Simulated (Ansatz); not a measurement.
# CaC2: the cost of one run

Computed with Ansatz 0.2.0 (DFT r2SCAN, scalar-relativistic, plane waves, PAW, unless a step's input says otherwise).

## (1) Starting point

Symmetry: I4/mmm, No. 139, tetragonal system. Conventional cell: a = 3.867 Å, b = 3.867 Å, c = 6.392 Å, α = 90.00°, β = 90.00°, γ = 90.00°. Around Ca (site symmetry 4/mmm) lie 10 C at 2.57 to 2.80 Å. Around C (site symmetry 4mm) lie 1 C at 1.25 Å.

As a file:

```
Ca C
1.0
    -1.93339    1.93339    3.19624
     1.93339   -1.93339    3.19624
     1.93339    1.93339   -3.19624
Ca C
1 2
Direct
  0.00000 0.00000 0.00000
  0.59791 0.59791 0.00000
  0.40209 0.40209 0.00000
```

It goes back to an entry of the Materials Project, which need not be the stable form.

This cell was relaxed beforehand with the same method: volume 15.93 Å³/atom, gap on the mesh 1.66 eV.

## (2) Plan of the line

The energy is mapped over two homogeneous strains (x along [1 0 0], y along [0 1 0], z along [0 0 1] of the conventional cell).

- engineering shear strain xy: 7 values from −30 to 30 %
- equal normal strain along x and y: 7 values from −15 to 15 %

Nothing else is relaxed (fractional coordinates fixed). Energies count from the relaxed crystal. Points are written as (first, second).

## (3) Point (0 %, −15 %)

File input.yaml:

```yaml
crystal:
  lattice:
    - [-1.6433849844, 1.6433849844, 3.1962387411]
    - [1.6433849844, -1.6433849844, 3.1962387411]
    - [1.6433849844, 1.6433849844, -3.1962387411]
  atoms:
    - { symbol: Ca, position: [0.0, 0.0, 0.0] }
    - { symbol: C, position: [0.5979128859, 0.5979128859, 0.0] }
    - { symbol: C, position: [0.4020871141, 0.4020871141, 0.0] }
basis:
  ecutwfc: 520.0
kpoints:
  mp_grid: { grid: [10, 10, 10] }
hamiltonian:
  xc: r2scan
scf:
  occupations: { method: gaussian, width: 0.05 }
output:
  forces: true
  stress: true
  eigenvalues: true
```

Run with:

```console
$ ansatz run input.yaml --threads 1 --pin off --max-ram 2048MiB --backend cpu --events-out ev --progress --plain --runs-dir out
```

What time and memory should one allow on 1 thread of Arm Neoverse V1, shared host?

About 7.5 s, with a peak of 0.44 GiB.
